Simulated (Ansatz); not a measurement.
**ClH4ISiSn: small, medium and large basis sets**

Aim: see how fast density functionals converge with the basis set for ClH4ISiSn.

Method: one geometry, several basis sets; program: Ansatz 0.2.0, Gaussian basis.

Plan: PBE0-D4/def2-SVP; ωB97M-V/def2-SVP; PBE0-D4/def2-QZVPP; ωB97M-V/def2-QZVPP; the functionals' def2-TZVPP values are taken from earlier runs.

1 further run of the same task is left out (for a known fault of the program). Runs told in other sessions of the task aren't counted.

## Step 1: Structure used throughout

All runs share one geometry, relaxed beforehand with PBE0-D4 in a triple-zeta def2 set. Sn, I take the def2 core potential; no spin-orbit term is included.

SMILES `[SiH3][SnH]([Cl])[I]`, 8 atoms, charge 0, spin multiplicity 1.

Atoms are counted from 1 here; the program's logs count them from 0.

Bond lengths: Si1–Sn2 2.562 Å, Si1–H5 1.484 Å, Si1–H6 1.482 Å, Si1–H7 1.484 Å, Sn2–Cl3 2.337 Å, Sn2–I4 2.682 Å, Sn2–H8 1.704 Å. Angles: Sn2–Si1–H5 108.4°, Sn2–Si1–H6 106.9°, Sn2–Si1–H7 109.1°, H5–Si1–H6 110.9°, H5–Si1–H7 110.5°, H6–Si1–H7 111.0°, Si1–Sn2–Cl3 106.9°, Si1–Sn2–I4 108.4°, Si1–Sn2–H8 121.7°, Cl3–Sn2–I4 106.8°, Cl3–Sn2–H8 105.1°, I4–Sn2–H8 107.1°.

## Step 2: PBE0-D4 in def2-SVP

in.yaml

```yaml
crystal:
  periodic: [false, false, false]
  atoms:
    - {symbol: Si, position_ang: [-0.612671, 1.133730, 0.558554]}
    - {symbol: Sn, position_ang: [0.638880, -0.761822, -0.626750]}
    - {symbol: Cl, position_ang: [2.159968, -1.639062, 0.915307]}
    - {symbol: I, position_ang: [-1.113407, -2.713883, -1.186262]}
    - {symbol: H, position_ang: [-1.637102, 1.670810, -0.370773]}
    - {symbol: H, position_ang: [-1.247404, 0.545445, 1.761259]}
    - {symbol: H, position_ang: [0.355315, 2.193902, 0.934239]}
    - {symbol: H, position_ang: [1.548721, -0.486119, -2.041273]}
basis:
  gaussian: {orbitals: def2-SVP}
hamiltonian: {xc: pbe0, dispersion: d4}
output: {orbitals: {seedname: orbitals}}
```

Started as:

```bash
$ ansatz run in.yaml --threads 4 --pin off --events-out ev --progress --plain --max-ram 10444MiB
```

Further steps of the session: ωB97M-V in def2-SVP; PBE0-D4 in def2-QZVPP; ωB97M-V in def2-QZVPP.

Q: Predict the results of all the runs planned. Wanted: PBE0-D4: double and triple zeta above quadruple; ωB97M-V: double and triple zeta above quadruple.

The runs gave:

```
                                       quantity          value
PBE0-D4: double and triple zeta above quadruple  8.36, 0.73 eV
ωB97M-V: double and triple zeta above quadruple  8.37, 0.69 eV
```

For PBE0-D4 the step from double to triple zeta gains 7.63 eV and the next only 0.73 eV. These are total energies; as a rule much of such shifts cancels in differences, which this series doesn't test.
